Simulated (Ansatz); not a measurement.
# BiTe2: the cost of one run

Computed with Ansatz 0.2.0 (DFT PBE, scalar-relativistic, plane waves, PAW, unless a step's input says otherwise).

### Step 1. The structure to begin with

Symmetry: I4_1/amd, No. 141, tetragonal system. The conventional cell has a = 5.435 Å, b = 5.435 Å, c = 13.661 Å, α = 90.00°, β = 90.00°, γ = 90.00°. Bi (site symmetry -4m2) has 6 Te at 2.78 to 2.82 Å as nearest neighbours. Around Te (site symmetry 2mm) lie 3 Bi at 2.78 to 2.82 Å.

Structure file:

```cif
data_structure
_symmetry_space_group_name_H-M 'P 1'
_symmetry_Int_Tables_number 1
_cell_length_a 7.8374
_cell_length_b 7.8374
_cell_length_c 7.8374
_cell_angle_alpha 139.426
_cell_angle_beta 139.426
_cell_angle_gamma 58.726
_cell_volume 201.75
loop_
_atom_site_label
_atom_site_type_symbol
_atom_site_fract_x
_atom_site_fract_y
_atom_site_fract_z
_atom_site_occupancy
Bi1 Bi 0.00000 0.00000 0.00000 1
Bi2 Bi 0.75000 0.25000 0.50000 1
Te1 Te 0.20660 0.20660 0.00000 1
Te2 Te 0.95660 0.45660 0.50000 1
Te3 Te 0.54340 0.04340 0.50000 1
Te4 Te 0.79340 0.79340 0.00000 1
```

This is candidate A: anatase type (I4_1/amd, No. 141).

(A quick probe on a coarse mesh, which set the mesh and smearing, is not shown.)

### Step 3. A loose first relaxation (candidate A)

Contents of input.yaml:

```yaml
crystal:
  lattice:
    - [-2.7174113059, 2.7174113059, 6.8305022892]
    - [2.7174113059, -2.7174113059, 6.8305022892]
    - [2.7174113059, 2.7174113059, -6.8305022892]
  atoms:
    - { symbol: Bi, position: [0.0, 0.0, 0.0] }
    - { symbol: Bi, position: [0.75, 0.25, 0.5] }
    - { symbol: Te, position: [0.2066, 0.2066, 0.0] }
    - { symbol: Te, position: [0.9566, 0.4566, 0.5] }
    - { symbol: Te, position: [0.5434, 0.0434, 0.5] }
    - { symbol: Te, position: [0.7934, 0.7934, 0.0] }
basis:
  ecutwfc: 420
kpoints:
  mp_grid: { grid: [4, 4, 4] }
hamiltonian:
  xc: pbe
scf:
  occupations: { method: gaussian, width: 0.1 }
  lower_state_search: "off"
output:
  forces: true
  stress: true
  eigenvalues: true
relax:
  adjacent_minimum: "off"
  f_tol: 0.04
  max_steps: 70
  cell: { stress_tol: 0.4 }
```

Run with:

```
$ ansatz run input.yaml --threads 1 --pin off --max-ram 2560MiB --backend cpu --events-out ev --progress --plain --runs-dir out
```

Q: Estimate wall time and peak memory on 1 thread of Arm Neoverse V1, shared host.

About 83 s, with a peak of 0.57 GiB.
